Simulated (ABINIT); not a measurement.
HgS3:

```
Hg S
1.0
     0.00000    3.32568    3.32568
     3.32568    0.00000    3.32568
     3.32568    3.32568    0.00000
Hg S
1 3
Direct
  0.00000 0.00000 0.00000
  0.75000 0.75000 0.75000
  0.50000 0.50000 0.50000
  0.25000 0.25000 0.25000
```

The cell was built by a generator and needn't be a form met in nature.

Base run:

| Item | Value |
| --- | --- |
| Program | ABINIT 10.8.3 (patched build) |
| Functional | LDA |
| Potentials or basis | JTH PAW LDA v2.0 |
| Cutoff | 544 eV |
| k mesh | 5 × 5 × 5 |
| Occupations | fermi-dirac, width 0.05 eV |
| Spin | no spin polarisation |

Its results: band gap on the k mesh none (metal or under the smearing width); pressure -7.0 GPa.

Problem. The run is repeated on the same cell with these changes: functional from LDA to PBE; potentials or basis from JTH PAW LDA v2.0 to SG15 NC PBE v1.2; cutoff from 544 eV to 707 eV; valence electrons from 30 to 38. What comes out?

Solution. Band gap on the k mesh none (metal or under the smearing width); pressure 0.0 GPa.

Not every run made on this cell is shown here.
